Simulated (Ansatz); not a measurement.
# Ti in Ansatz: notebook

Runs on Ti. Level: PBE. Tasks: electrostatic potential.

All numbers are computed with Ansatz 0.2.0; they aren't measurements. Logs are shortened: lines on timing, memory, paths and dates and some standing lists are left out, and cuts for length are marked.

## Step 1: The cell of the first run

The cell holds a slab with vacuum, 5 atoms: a = 2.950 Å, b = 2.950 Å, c = 24.372 Å, α = 90.00°, β = 90.00°, γ = 120.00°.

The slab is cut from a database's or a generator's crystal, which needn't be the stable form of the element.

## Step 2: Electrostatic potential, PBE (the (0 0 1) slab of Ti, cut from the database cell, not relaxed)

input.yaml

```yaml
crystal:
  lattice:
    - [2.9499978604, 0.0, 0.0]
    - [-1.4749989302, 2.5547730882, 0.0]
    - [0.0, 0.0, 24.372]
  atoms:
    - { symbol: Ti, position: [0.3333333333, 0.6666666666, 0.3077301822] }
    - { symbol: Ti, position: [0.6666666667, 0.3333333334, 0.4038650911] }
    - { symbol: Ti, position: [0.3333333333, 0.6666666666, 0.5] }
    - { symbol: Ti, position: [0.6666666667, 0.3333333334, 0.5961349089] }
    - { symbol: Ti, position: [0.3333333333, 0.6666666666, 0.6922698178] }
hamiltonian:
  xc: pbe
  pseudopotentials: { kind: paw }
kpoints:
  mp_grid: { grid: [10, 10, 1] }
scf:
  occupations: { method: fermi_dirac, width: 0.05 }
output:
  forces: true
  eigenvalues: true
  write_density: true
  write_potential: true
  elf: true
  volumetric_format: npy
efield:
  axis: 3
  dipole_correction: true
  ramp_width: 0.04
```

Potentials or basis: Ansatz PAW.

Started as:

```bash
ansatz run input.yaml --threads 4 --pin off --max-ram 11264MiB --backend cpu --events-out ev --progress --plain --runs-dir out
```

The log of the run:

```text
Warning: RAYON_NUM_THREADS=4 ignored (pool sized by the plan → 4); use --threads N
Engine: ansatz 0.2.0, aarch64-unknown-linux-gnu
Pseudopotentials: kind: paw
Pseudopotential: Ti, paw, valence charge 12, recommended cutoff 420 eV (normal), Ti.paw.azcp
Functional definition: PBE
  parameter kappa = 0.804
  parameter beta = 0.06672455060314922
  exchange = pbe_x(kappa = kappa, mu = beta*pi^2/3)
  correlation = pbe_c(beta = beta)
Crystal: 5 atoms, lattice volume = 183.681 Å³
Basis set: ecut = 420 eV, 3501 PW (Γ), exchange–correlation on 40×40×360 points (8 copies of the dense FFT grid, shifted against one another)
Bands: 36, of which v1, the nominal top of the filled ones, is band 30 counted from 1 (29 counted from 0)
Symmetry: 6 space group operations
k-points: 14 of 100 (time reversal used)
Non-local potential: Ti, projectors of the file, l = 0: 3, l = 1: 2, l = 2: 3, l = 3: 1
PAW form: soft (Blöchl's): semilocal exchange-correlation on the pseudo side does not see the compensation charge
PAW one-centre angular grid: Ti, 590 points (default); XC on 64 Gauss nodes
Initial density: superposition of atomic densities (neutral atoms: chi_scale 0, normalization atom), corrected by the library's trained network
Initial wavefunctions: pseudopotential atomic-orbital guess
Functional: x = pbe(κ = 0.804, μ = 0.2195149727645171), c = pbe(β = 0.06672455060314922)
SCF iter   1: F=—  HF=-12496.409182 eV  |F-HF|=—  |Δ(HF+E_count)|=         —  Δρ=1.02e-2  dr2=1.78e0  ethr=1.77e-3  p=0.000 e·Å  D=8.36e-14 V/Å  ΔV_dip=-0.00 eV  dr2_dipole=1.86e-6  V_vac-E_F(+/−)=4.12/4.12 eV  ⟨swp⟩=9.5  Hψ=2438  notcnv=0
efield: sawtooth ramp at fractional position 0.9800 (placed from the atoms, in the widest stretch of the axis that holds none; the zero of the levels goes with the place), width 0.0400; the density the first Hamiltonian is built on has a dipole p = 0.000 e·Å; the dipole correction subtracts the counter field D = 8.36e-14 V/Å, which shifts the + side's vacuum level by -0.00 eV against the − side's; the planar-averaged density in the ramp window peaks in size at 1.2e-4 e/Å³
preconditioner: auto → LDOS  [metal: Δε(μ)=0.026 eV  Ē_g=2.090 eV  σ=0.050 eV  W_gap=0.13  n_scr=16 (ndim 8)  ℏωp=12.3 eV  f_vac=0.453  D(μ)=9.91/eV (n_scr^D=114)  β→1.0]
SCF iter   2: F=—  HF=-12496.383139 eV  |F-HF|=—  |Δ(HF+E_count)|=   2.60e-2  Δρ=3.46e-3  dr2=6.82e-2  ethr=1.77e-3  p=-0.000 e·Å  D=-1.40e-5 V/Å  ΔV_dip=0.00 eV  dr2_dipole=2.18e-9  V_vac-E_F(+/−)=4.38/4.38 eV  ⟨swp⟩=1.4  Hψ=623  notcnv=0
SCF iter   3: F=—  HF=-12496.380669 eV  |F-HF|=—  |Δ(HF+E_count)|=   2.47e-3  Δρ=9.32e-4  dr2=6.89e-3  ethr=1.14e-4  p=-0.000 e·Å  D=-4.33e-6 V/Å  ΔV_dip=0.00 eV  dr2_dipole=1.50e-7  V_vac-E_F(+/−)=4.40/4.40 eV  ⟨swp⟩=2.4  Hψ=723  notcnv=0
SCF iter   4: F=—  HF=-12496.380553 eV  |F-HF|=—  |Δ(HF+E_count)|=   1.16e-4  Δρ=2.39e-4  dr2=1.37e-4  ethr=1.15e-5  p=-0.000 e·Å  D=-3.27e-6 V/Å  ΔV_dip=0.00 eV  dr2_dipole=1.14e-8  V_vac-E_F(+/−)=4.43/4.43 eV  ⟨swp⟩=1.8  Hψ=570  notcnv=0
SCF iter   5: F=—  HF=-12496.380617 eV  |F-HF|=—  |Δ(HF+E_count)|=   6.42e-5  Δρ=1.52e-4  dr2=5.84e-5  ethr=2.29e-7  p=-0.000 e·Å  D=-2.64e-6 V/Å  ΔV_dip=0.00 eV  dr2_dipole=8.00e-9  V_vac-E_F(+/−)=4.45/4.45 eV  ⟨swp⟩=3.5  Hψ=1001  notcnv=0
SCF iter   6: F=—  HF=-12496.380627 eV  |F-HF|=—  |Δ(HF+E_count)|=   9.36e-6  Δρ=4.75e-5  dr2=6.13e-6  ethr=9.73e-8  p=-0.000 e·Å  D=-1.23e-6 V/Å  ΔV_dip=0.00 eV  dr2_dipole=4.79e-10  V_vac-E_F(+/−)=4.46/4.46 eV  ⟨swp⟩=2.4  Hψ=792  notcnv=0
SCF iter   7: F=—  HF=-12496.380629 eV  |F-HF|=—  |Δ(HF+E_count)|=   2.69e-6  Δρ=1.77e-5  dr2=1.28e-6  ethr=1.02e-8  p=-0.000 e·Å  D=-3.83e-7 V/Å  ΔV_dip=0.00 eV  dr2_dipole=3.00e-11  V_vac-E_F(+/−)=4.46/4.46 eV  ⟨swp⟩=2.0  Hψ=643  notcnv=0
SCF iter   8: F=-12496.380630 eV  HF=-12496.380630 eV  |F-HF|=5.11e-8  |Δ(HF+E_count)|=   3.02e-7  Δρ=5.12e-6  dr2=4.04e-8  ethr=1.67e-10  p=-0.000 e·Å  D=-8.89e-8 V/Å  ΔV_dip=0.00 eV  dr2_dipole=7.23e-11  V_vac-E_F(+/−)=4.46/4.46 eV  ⟨swp⟩=11.9  Hψ=4067  notcnv=0
SCF 1 converged in 8 iterations: F = -12496.380630 eV  dr2 = 4.04e-8
WARN: The output density's exchange-correlation potential varies sharply where the density is thin. Do not read a vacuum level from v_tot or v_xc, or from such a field of the output density. On a cell that repeats whose density bears no net charge and no dipole along the vacuum's axis use v_es (v_loc + v_h of the components); under efield.dipole_correction with no amplitude use v_es + v_field, which holds any external_charges[].barrier, or the levels of the report's work_function block, which leave it out; under a non-zero efield.amplitude the vacuum is tilted and has no level; on a cell that repeats and bears such a dipole with no correction it is tilted too, and efield.dipole_correction with no amplitude gives each side of its ramp a level where efield: is served; in a cell that repeats whose density bears a net charge (total_charge, or a fill off its count) it is curved and has none; of a slab under crystal.periodic whose density bears no net charge use v_es, which has a level on each side, short of where the two are joined; of another it falls or rises all the way out and has none; of a slab beside external_charges read slab_vacuum_level instead, which it has where they leave it neutral. The grid or the basis barely resolves most such structure, and the values can differ between equally converged runs; as a rule a tighter scf.convergence.dr2_threshold does not remove it. Where the density itself ripples (under the LDA too) a higher basis.ecutwfc lessens it. The files hold the spikes' plane waves up to the density's cutoff. Files: v_tot_of_output_density and the like, and their columns of v_z.tsv (output.write_potential); v_xc_of_output_density and the like, and their columns of v_comp_z.tsv (output.write_potential_components). Measured: with its Gaussian average of σ = 0.25 Å subtracted twice, the exchange-correlation potential is over 0.1 eV at 697 of the grid points where the equally averaged density (valence and model cores) is under 1e-3 e/Å³, and 1.24 eV at the most among them, at an averaged density of 1.7e-7 e/Å³. The input density's (outcome.potential() and, of a run that writes arrays, v_tot and v_xc) is over 0.1 eV, so measured, at 101 points of its own thin density, 0.156 eV at the most. See output.write_potential in the manual, Limitations
SCF converged after 8 iterations
Free energy (F): -12496.380630 eV
Harris-Foulkes:  -12496.380630 eV  (|F-HF|=5.11e-8)
Internal energy: -12496.300261 eV  (E = F + TS)
E sigma→0 (E₀):  -12496.340445 eV
Entropy (-TS):   -0.080368 eV (-16.074 meV/atom)
Fermi energy:    4.131415 eV
Dipole field:    D = -0.000012 V/Å  (p = -0.000012 e·Å, saw-weighted, corrected)
Work function:   Φ+ = 4.4599 eV   Φ− = 4.4597 eV
Levels:          The Fermi level and band energies are counted from a zero that moves with the ramp; work functions are not
--- Per-component energies (eV) ---
  E_band       = -1341.452137
  E_kinetic    = 1356.026334
  E_local      = -52678.899108  (includes V_loc(G=0)·N_el)
  E_nonlocal   = 42.172078
  E_hartree    = 25699.337559
  E_xc         = -483.784992
  E_vxc        = -604.860983  (∫ρ·V_xc dr)
  E_paw        = -5238.011697  (= ΣΔE_a)
  E_vpaw       = -854.577599  (= ΣTr[D̂ρ^β])
  E_aug_tail   = 0.000594  (compensation charges beyond the density's cutoff)
  E_efield     = 0.000000  (sawtooth field / dipole correction)
  E_vefield    = 0.000000  (∫n·V_field dr)
  E_ewald      = 18806.858970
  E_smearing   = -0.080368  (= −TS)
  E_closure    = -0.000000  (closes the sum)
  Σ components = -12496.380630   (vs F -12496.380630, Δ=0.00e0)
--- Forces (eV/Å), atoms counted from 1 ---
  atom   1  Ti     0.00000000    -0.00000000     0.62992146
  atom   2  Ti     0.00000000     0.00000000    -0.62633903
  atom   3  Ti     0.00000000    -0.00000000     0.00000019
  atom   4  Ti     0.00000000     0.00000000     0.62634124
  atom   5  Ti    -0.00000000    -0.00000000    -0.62992037
  max |Σ_I F_I| component: 3.49e-6 eV/Å
--- Band table (eV; the first three rows and the last of 14) ---
  k-point 0: bands = ["-52.8094", "-52.8091", "-52.6461", "-52.6095", "-52.5550", "-29.2690", "-29.2244", "-29.0450", "-28.8233", "-28.7835", "-28.7835", "-28.7834", "-28.7834", "-28.6408", "-28.6309", "-28.6309", "-28.6083", "-28.6083", "-28.5593", "-28.5593", "-1.7343", "-1.0327", "-0.0841", "0.8475", "1.4006", "4.0077", "4.0940", "4.3777", "4.5303", "4.7306", "4.8167", "4.8167", "4.8425", "4.8425", "4.9012", "4.9140"]
  k-point 1: bands = ["-52.8025", "-52.8023", "-52.6381", "-52.6034", "-52.5506", "-29.2532", "-29.2148", "-29.0438", "-28.8557", "-28.8264", "-28.8012", "-28.7940", "-28.7939", "-28.6703", "-28.6686", "-28.6431", "-28.6219", "-28.6176", "-28.5963", "-28.5664", "-1.4637", "-0.7727", "0.1654", "1.0923", "1.6305", "3.8898", "4.0808", "4.1289", "4.3557", "4.5365", "4.5522", "4.6603", "4.7516", "4.9715", "4.9867", "5.0204"]
  k-point 2: bands = ["-52.7844", "-52.7843", "-52.6165", "-52.5875", "-52.5395", "-29.2118", "-29.1911", "-29.0501", "-28.9602", "-28.9314", "-28.8469", "-28.8214", "-28.8211", "-28.7674", "-28.7530", "-28.6750", "-28.6742", "-28.6421", "-28.6415", "-28.5855", "-0.7067", "-0.0605", "0.8230", "1.7145", "2.1937", "3.4716", "3.6144", "3.8480", "3.9677", "4.1302", "4.2385", "4.5549", "4.6106", "4.9324", "4.9813", "5.2440"]
  k-point 13: bands = ["-52.7292", "-52.7292", "-52.5403", "-52.5389", "-52.5152", "-29.1555", "-29.1495", "-29.1341", "-29.1174", "-29.0766", "-29.0647", "-28.9896", "-28.9771", "-28.9490", "-28.8860", "-28.8708", "-28.8017", "-28.8009", "-28.7150", "-28.7014", "2.5711", "2.6220", "2.6741", "2.7008", "2.8910", "3.0527", "3.1148", "3.4232", "3.5765", "3.8665", "4.1291", "4.1443", "4.2324", "4.2942", "4.4822", "4.5371"]
```

It took 3.2 s on 4 threads of Arm Neoverse V2, shared host; peak memory 0.47 GiB.

Results:

```
Free energy                     : -12496.3806 eV
Largest force                   : 0.630 eV/Å
Band gap on the k mesh          : none (metal or under the smearing width)
Work function of the upper face : 4.46 eV
Work function of the lower face : 4.46 eV
Dipole across the slab          : 0.000 e·Å
```

Forces on the atoms (eV/Å):
```
Ti   0.000  0.000  0.630
Ti   0.000  0.000 -0.626
Ti   0.000  0.000  0.000
Ti   0.000  0.000  0.626
Ti   0.000  0.000 -0.630
```

## Step 3: Electrostatic potential, PBE (the (0 0 1) slab of Ti, cut from the database cell, not relaxed)

Edit input.yaml of step 2 so:

```diff
@@ -25,5 +25 @@
   volumetric_format: npy
-efield:
-  axis: 3
-  dipole_correction: true
-  ramp_width: 0.04
```

Potentials or basis: Ansatz PAW.

Started as:

```bash
ansatz run input.yaml --threads 4 --pin off --max-ram 11264MiB --backend cpu --events-out ev --progress --plain --runs-dir out
```

It took 3.1 s on 4 threads of Arm Neoverse V2, shared host; peak memory 0.47 GiB.

Results (log left out):

```yaml
Free_energy: -12496.3806 eV
Largest_force: 0.630 eV/Å
Band_gap_on_the_k_mesh: none (metal or under the smearing width)
```

Forces in eV/Å, atoms in the order of the input:
```
Ti   0.000  0.000  0.630
Ti   0.000  0.000 -0.626
Ti   0.000  0.000  0.000
Ti   0.000  0.000  0.626
Ti   0.000  0.000 -0.630
```

Levels at points of the mesh, in eV from the Fermi level:
```csv
k point,band 27,band 28,band 29,band 30,band 31,band 32,band 33,band 34
"(0.00, 0.00, 0.00)",-0.04,0.25,0.40,0.60,0.69,0.69,0.71,0.71
"(0.00, -0.50, 0.00)",-1.06,-0.88,-0.83,0.14,0.37,0.68,0.96,1.06
```

## Step 4: Electrostatic potential, PBE (the (0 0 1) slab of Ti, cut from the database cell, not relaxed)

Edit input.yaml of step 3 so:

```diff
@@ -11,2 +11,3 @@
     - { symbol: Ti, position: [0.3333333333, 0.6666666666, 0.6922698178] }
+  periodic: [true, true, false]
 hamiltonian:
```

Started as:

```bash
ansatz run input.yaml --threads 4 --pin off --max-ram 11264MiB --backend cpu --events-out ev --progress --plain --runs-dir out
```

It took 5.9 s on 4 threads of Arm Neoverse V2, shared host; peak memory 0.63 GiB.

The run converged. Its results:

```yaml
Free_energy: -12496.3806 eV
Largest_force: 0.630 eV/Å
Band_gap_on_the_k_mesh: none (metal or under the smearing width)
```

Forces on the atoms (eV/Å):
```
Ti   0.000  0.000  0.630
Ti   0.000  0.000 -0.626
Ti   0.000  0.000  0.000
Ti   0.000  0.000  0.626
Ti   0.000  0.000 -0.630
```

Levels at points of the mesh, in eV from the Fermi level:
| k point | band 27 | band 28 | band 29 | band 30 | band 31 | band 32 | band 33 | band 34 |
| --- | --- | --- | --- | --- | --- | --- | --- | --- |
| (0.00, 0.00, 0.00) | -0.04 | 0.25 | 0.40 | 0.60 | 0.69 | 0.69 | 0.71 | 0.71 |
| (0.00, -0.50, 0.00) | -1.06 | -0.88 | -0.83 | 0.14 | 0.37 | 0.68 | 0.96 | 1.06 |

## Step 5: Summary

```tsv
boundary along the surface normal	gap on the mesh (eV)	largest force (eV/Å)
dipole_correction	none	0.63
images	none	0.63
isolated	none	0.63
```

Alike in all rows: task electrostatic potential; level PBE; potentials or basis Ansatz PAW; no spin polarisation; cell the (0 0 1) slab of Ti, cut from the database cell, not relaxed; k mesh 10 × 10 × 1; cutoff (eV) 420; smearing fermi-dirac 0.05 eV.

Total energies depend on the potentials used, so only differences within one code and one set of settings carry meaning.
